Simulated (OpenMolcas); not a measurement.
**One shape, several levels: GaH3 (SMILES [GaH3])**

Wanted: a comparison of 6 runs (B3LYP/6-31G*, B2PLYP/def2-TZVPPD, B3LYP/def2-TZVPPD, PBE/def2-TZVPPD, MP2/def2-TZVPPD, CCSD(T)/def2-TZVPPD) of GaH3. 

Program for the calculation: OpenMolcas 26.06.

1 further run of the same task is left out (set aside as unsound or not needed).

## (1) The molecule

The species is GaH3 (4 atoms), meant as a singlet with charge 0. SMILES: `[GaH3]`. The shape is that of a PBE0-D4/def2-TZVP optimisation.

Bond lengths: Ga1–H2 1.568 Å, Ga1–H3 1.568 Å, Ga1–H4 1.568 Å. Angles: H2–Ga1–H3 120.0°, H2–Ga1–H4 120.0°, H3–Ga1–H4 120.0°.

## (2) Energy and forces at B3LYP/6-31G(d) (spherical functions) (run 1)

struct.xyz reads:

```xyz
4

Ga     0.013400    -0.014900    -0.004600
H      1.252400     0.343800     0.887700
H     -0.552100    -1.477800    -0.009700
H     -0.658400     1.088700    -0.893700
```

mol.input reads:

```
* GaH3 Kohn-Sham DFT
&GATEWAY
BasLib
$CurrDir
Coord
struct.xyz
Basis
6-31Gs
Group
NoSym
&SEWARD
GridInput
Grid=UltraFine
End of Grid
&SCF
KSDFT
B3LYP
Thresholds
1e-10 1e-07 1e-07 1e-05
PrOrbitals
1
&ALASKA
```

The basis set 6-31G* is read from a file made from the Basis Set Exchange's data (not shown).

Started as:

```bash
$ export MOLCAS_MEM=1860
$ pymolcas mol.input > mol.log
```

Log:

```text
--- Start Module: gateway ---
[...]
--- Stop Module: gateway /rc=_RC_ALL_IS_WELL_ ---
[...]
      Basis functions           38
[...]
--- Start Module: scf ---
[...]
       Convergence after   9 Iterations
[...]
::    Total KS-DFT energy                           -1926.3921304842
[...]
      Total spin, S                                     0.0000000000
[...]
      Total electronic charge=   34.000000
      Total            charge=   -0.000000
[...]
      Dipole Moment (debye):
      Origin of the operator (angstrom)=    0.0134   -0.0149   -0.0046
                   X= -1.7591E-03               Y=  6.1475E-04               Z=  1.8481E-03           Total=  2.6245E-03
      Quadrupole Moment (debye*angstrom):
[...]
--- Stop Module: scf /rc=_RC_ALL_IS_WELL_ ---
[...]
--- Start Module: alaska ---
[...]
 *              Molecular gradients               *
 **************************************************
  Irreducible representation: a
 ------------------------------------------------------------------------------------------
                              X                       Y                       Z
 ------------------------------------------------------------------------------------------
  GA1              -6.73337542269874E-05    3.49524605426604E-05    5.32232082836020E-05
  H2               -2.19327972786054E-03   -6.47144788993304E-04   -1.61747826974645E-03
  H3                1.03375238093451E-03    2.60557931059680E-03   -1.08318979496966E-05
  H4                1.22686110115078E-03   -1.99338698215490E-03    1.57508695941377E-03
 ------------------------------------------------------------------------------------------
--- Stop Module: alaska /rc=_RC_ALL_IS_WELL_ ---
[...]
```

Run time: 7.8 s. Hardware: 1 thread of Intel Xeon Platinum 8259CL at 2.50GHz (Skylake/Cascade Lake), shared host; peak memory 0.38 GiB.

## (3) A single-point energy at B2PLYP/def2-TZVPPD (run 2)

mol.inp reads:

```
>>> EXPORT MOLCAS_PRINT=2

&GATEWAY
  BASLIB = $CurrDir
  COORD
  4
  angstrom
  Ga       0.013400      -0.014900      -0.004600
  H        1.252400       0.343800       0.887700
  H       -0.552100      -1.477800      -0.009700
  H       -0.658400       1.088700      -0.893700
  BASIS = def2-TZVPPD
  GROUP = NoSym

&SEWARD
  GRIDINPUT
  Grid=UltraFine
  End of Grid

&SCF
  KSDFT = B2PLYP_SCF
  THRESHOLDS = 1e-10 1e-07 1e-07 1e-05
  PRORBITALS = 1 2

&MBPT2
  FROZEN = 9
```

The basis set def2-TZVPPD is read from a file made from the Basis Set Exchange's data (not shown).

Started as:

```bash
$ export MOLCAS_MEM=1860
$ pymolcas mol.inp > mol.log
```

Log:

```text
--- Start Module: gateway ---
[...]
--- Stop Module: gateway /rc=_RC_ALL_IS_WELL_ ---
[...]
      Basis functions          105
[...]
--- Start Module: scf ---
[...]
       Convergence after   9 Iterations
[...]
::    Total KS-DFT energy                           -1926.1687056389
[...]
      Total spin, S                                     0.0000000000
[...]
      Total electronic charge=   34.000000
      Total            charge=   -0.000000
[...]
      Dipole Moment (debye):
      Origin of the operator (angstrom)=    0.0134   -0.0149   -0.0046
                   X= -2.1868E-03               Y=  7.6591E-04               Z=  2.3385E-03           Total=  3.2920E-03
      Quadrupole Moment (debye*angstrom):
[...]
--- Stop Module: scf /rc=_RC_ALL_IS_WELL_ ---
[...]
--- Start Module: mbpt2 ---
[...]
 ###    WARNING: MP2 implementation intended for RHF references only         ###
 ###############################################################################
MBPT2 WARNING: Reference function according to RunFile:KS-DFT
I'll assume you know what you're doing and continue
WARNING!
Default frozen orbitals as non valence orbitals is overwritten by user input.
Default values:  14
[...]
       Reference weight ( Cref**2 )         =        0.90342
::    Total MBPT2 energy                            -1926.4721317016
[...]
      Total MBPT2 calculations                           0.63      0.71
--- Stop Module: mbpt2 /rc=_RC_ALL_IS_WELL_ ---
[...]
```

Wall time 24 s (1 thread of Intel Xeon Platinum 8259CL at 2.50GHz (Skylake/Cascade Lake), shared host); peak memory 0.6 GiB.

Runs 3 to 4 aren't shown in full; the table further down has their settings and results.

## (4) A single-point energy at MP2/def2-TZVPPD (run 5)

job.inp reads:

```
&GATEWAY
 BasLib=$CurrDir
 Coord
 4
 angstrom
 Ga       0.013400      -0.014900      -0.004600
 H        1.252400       0.343800       0.887700
 H       -0.552100      -1.477800      -0.009700
 H       -0.658400       1.088700      -0.893700
 Basis=def2-TZVPPD
 Group=NoSym

&SEWARD

&SCF
 Thresholds=1e-10 1e-07 1e-07 1e-05
 PrOrbitals=1 1

&MBPT2
 Frozen=9
```

The basis set def2-TZVPPD is read from a file made from the Basis Set Exchange's data (not shown).

Started as:

```bash
$ export MOLCAS_MEM=1860
$ pymolcas job.inp > job.log
```

Log:

```text
--- Start Module: gateway ---
[...]
--- Stop Module: gateway /rc=_RC_ALL_IS_WELL_ ---
[...]
      Basis functions          105
[...]
--- Start Module: scf ---
[...]
       Convergence after   9 Iterations
[...]
::    Total SCF energy                              -1924.9641854654
[...]
      Total spin, S                                     0.0000000000
[...]
      Total electronic charge=   34.000000
      Total            charge=   -0.000000
[...]
      Dipole Moment (debye):
      Origin of the operator (angstrom)=    0.0134   -0.0149   -0.0046
                   X= -2.4834E-03               Y=  8.7259E-04               Z=  2.6782E-03           Total=  3.7551E-03
      Quadrupole Moment (debye*angstrom):
[...]
--- Stop Module: scf /rc=_RC_ALL_IS_WELL_ ---
[...]
--- Start Module: mbpt2 ---
[...]
WARNING!
Default frozen orbitals as non valence orbitals is overwritten by user input.
Default values:  14
[...]
       Reference weight ( Cref**2 )         =        0.93596
::    Total MBPT2 energy                            -1925.2097418950
[...]
      Total MBPT2 calculations                           0.53      0.62
--- Stop Module: mbpt2 /rc=_RC_ALL_IS_WELL_ ---
[...]
```

Wall time 14 s (1 thread of Intel Xeon Platinum 8259CL at 2.50GHz (Skylake/Cascade Lake), shared host); peak memory 0.6 GiB.

## (5) A single-point energy at CCSD(T)/def2-TZVPPD (Cholesky decomposition) (run 6)

job.input reads:

```
>>> EXPORT MOLCAS_PRINT=2

&GATEWAY
  BasLib=$CurrDir
  Coord
  4
  angstrom
  Ga       0.013400      -0.014900      -0.004600
  H        1.252400       0.343800       0.887700
  H       -0.552100      -1.477800      -0.009700
  H       -0.658400       1.088700      -0.893700
  Basis=def2-TZVPPD
  Group=NoSym

&SEWARD
  High

&SCF
  Thresholds=1e-10 1e-07 1e-07 1e-05
  PrOrbitals=1 1

&CHCC
  Frozen=9
  Threshold=1e-08
  MaxIterations=80

&CHT3
  Frozen=9
```

The basis set def2-TZVPPD is read from a file made from the Basis Set Exchange's data (not shown).

Started as:

```bash
$ export MOLCAS_MEM=1860
$ pymolcas job.input > job.log
```

Log:

```text
--- Start Module: gateway ---
[...]
--- Stop Module: gateway /rc=_RC_ALL_IS_WELL_ ---
[...]
      Basis functions          105
[...]
       Convergence after   9 Iterations
[...]
::    Total SCF energy                              -1924.9641854125
[...]
      Total spin, S                                     0.0000000000
[...]
      Total electronic charge=   34.000000
      Total            charge=   -0.000000
[...]
      Dipole Moment (debye):
      Origin of the operator (angstrom)=    0.0134   -0.0149   -0.0046
                   X= -2.4834E-03               Y=  8.7259E-04               Z=  2.6782E-03           Total=  3.7551E-03
      Quadrupole Moment (debye*angstrom):
[...]
--- Start Module: chcc ---
[...]
--- Stop Module: chcc /rc=_RC_ALL_IS_WELL_ ---
[...]
--- Start Module: cht3 ---
[...]
--- Stop Module: cht3 /rc=_RC_ALL_IS_WELL_ ---
[...]
```

It took 5.5 min on 1 thread of Intel Xeon Platinum 8259CL at 2.50GHz (Skylake/Cascade Lake), shared host; peak memory 0.17 GiB.

## (6) The series

| run | level | task | frozen core orbitals | energy (Eh) | dipole moment (D) of the reference | HOMO energy (eV) | LUMO energy (eV) | wall time |
| --- | --- | --- | --- | --- | --- | --- | --- | --- |
| 1 | B3LYP/6-31G* (spherical functions) | gradient | – | -1926.392130 | 0.00 | -8.42 | -2.12 | 7.8 s |
| 2 | B2PLYP/def2-TZVPPD | energy | 9 | -1926.250631 | 0.00 | -9.73 | -0.82 | 24 s |
| 3 | B3LYP/def2-TZVPPD | gradient | – | -1926.678896 | 0.00 | -8.41 | -2.13 | 32 s |
| 4 | PBE/def2-TZVPPD | gradient | – | -1926.317129 | 0.00 | -7.35 | -2.66 | 35 s |
| 5 | MP2/def2-TZVPPD | energy | 9 | -1925.209742 | 0.00 | -11.65 | 0.94 | 14 s |
| 6 | CCSD(T)/def2-TZVPPD (Cholesky decomposition) | energy | 9 | -1925.230528 | 0.00 | -11.65 | 0.94 | 5.5 min |

## (7) Summary of results

| quantity | value |
| --- | --- |
| run 6: total energy | -1925.23053 Eh |
| run 6: dipole moment (mean-field density) | 0.00 D |
| run 6: HOMO energy (Hartree–Fock orbitals) | -11.65 eV |
| run 6: LUMO energy (Hartree–Fock orbitals) | 0.94 eV |
| run 6: HOMO–LUMO gap (Hartree–Fock orbitals) | 12.59 eV |
| run 6: correlation energy (9 core orbitals frozen) | -266.3 mEh |
| run 6: (T) correction | -8.29 mEh |

In words: Over runs 1, 2, 3, 4 the HOMO–LUMO gap runs from 4.69 eV (PBE/def2-TZVPPD) to 8.91 eV (B2PLYP/def2-TZVPPD). A double hybrid's value is that of its SCF part. For B2PLYP the log adds the whole second-order term; the table takes 0.27 of it, as the functional is defined. Totals of different functionals can't be ranked against each other. All runs together took 7.3 min, the longest 5.5 min.
